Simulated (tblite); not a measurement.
# H52Si30: the cost of one run

Computed with tblite 0.8.0 and PySCF 2.14.0 and routines of our own; the level stands in each step. Atoms count from 0.

### 1 The starting structure

82 atoms, charge 0, multiplicity 1; geometry from: force field, distance geometry or constructed start.

### 2 Optimising the geometry with GFN2-xTB

What the job is given:

```
{"job": {"kind": "relax", "xc": "GFN2-xTB", "basis": "xTB"}, "charge": 0, "multiplicity": 1}
Si    -6.105000    -2.038400    -0.680500
Si   -11.544100    -2.034000    -0.685800
Si    -3.389200     0.676600    -0.677900
Si    -4.752800    -0.674500    -2.042800
Si    -8.826400     0.677700    -0.675500
Si   -10.186400    -0.679400    -2.039200
Si    -6.109800     0.680600     2.033300
Si    -4.748700     2.039300     0.680400
Si    -7.464900    -0.681000     0.678500
Si   -11.543700     0.678100     2.038200
Si   -10.185200     2.035400     0.676800
Si   -12.901100    -0.680900     0.678900
Si    10.179700    -2.035900    -0.673900
Si     4.754300    -2.037200    -0.681600
Si    -0.681100    -2.031500    -0.678700
Si    12.896700     0.679500    -0.672600
Si    11.541300    -0.677000    -2.035700
Si     7.466500     0.675500    -0.679900
Si     6.109300    -0.677100    -2.034100
Si     2.039400     0.679800    -0.676200
Si     0.676600    -0.675100    -2.035100
Si    10.182200     0.680400     2.036400
Si    11.544300     2.041200     0.685500
Si     8.821200    -0.683200     0.677400
Si     4.752600     0.681500     2.037500
Si     6.103800     2.035700     0.681400
Si     3.395100    -0.676600     0.678200
Si    -0.679500     0.679500     2.037800
Si     0.679500     2.037000     0.676900
Si    -2.035500    -0.678500     0.682300
H     -6.937700    -2.867400    -1.511400
H     -5.280400    -2.866700     0.152700
H    -12.373300    -2.867900    -1.512200
H    -10.707400    -2.869300     0.156200
H     -2.561800     1.512100    -1.513600
H     -3.920200    -1.508100    -2.870900
H     -5.584300     0.152600    -2.872100
H     -7.993100     1.512800    -1.512900
H     -9.350600    -1.514200    -2.868100
H    -11.019300     0.155900    -2.866800
H     -5.278600    -0.154800     2.871800
H     -6.935400     1.504700     2.871700
H     -5.578600     2.869000    -0.156100
H     -3.918100     2.867500     1.508500
H     -8.302700    -1.508600     1.512700
H    -10.711400    -0.150900     2.864600
H    -12.369900     1.510400     2.867400
H    -11.014800     2.870600    -0.150200
H     -9.350100     2.868400     1.510500
H    -13.728100    -1.509600     1.512300
H    -13.730900     0.145200    -0.149400
H      9.358300    -2.866700    -1.510600
H     11.014100    -2.868400     0.152600
H      3.917300    -2.869600    -1.513300
H      5.584200    -2.868900     0.154000
H     -1.510800    -2.865000    -1.509700
H      0.159100    -2.873700     0.150600
H     13.732700     1.517900    -1.511000
H     13.730100    -0.153200     0.156500
H     12.371400    -1.508300    -2.869000
H     10.705700     0.153400    -2.866500
H      8.302900     1.510000    -1.512200
H      6.943000    -1.509600    -2.867200
H      5.278300     0.156000    -2.866900
H      2.873700     1.513600    -1.508300
H      1.505400    -1.508500    -2.866700
H     -0.150100     0.155600    -2.869200
H     11.017000    -0.154200     2.873900
H      9.347700     1.505000     2.863000
H     10.706800     2.864600    -0.146600
H     12.371300     2.864000     1.513600
H      7.992200    -1.514000     1.512900
H      5.585400    -0.153800     2.872200
H      3.921100     1.515200     2.869500
H      5.283200     2.868300    -0.156200
H      6.948600     2.866400     1.509700
H      2.560900    -1.510900     1.511000
H      0.153100    -0.150500     2.873400
H     -1.510700     1.506600     2.864500
H     -0.154500     2.863000    -0.150000
H      1.508800     2.867100     1.510300
H     -2.872200    -1.512900     1.512300
```

The run is started by

```
$ OMP_NUM_THREADS=4 python large_run.py task.json out
```

One launch serves the whole session: the jobs run in the order shown.

**Question.** How long does this first job take on 4 threads of Arm Neoverse V2, shared host, and how much memory does it need?

About 6.6 s, with a peak of 0.15 GiB.
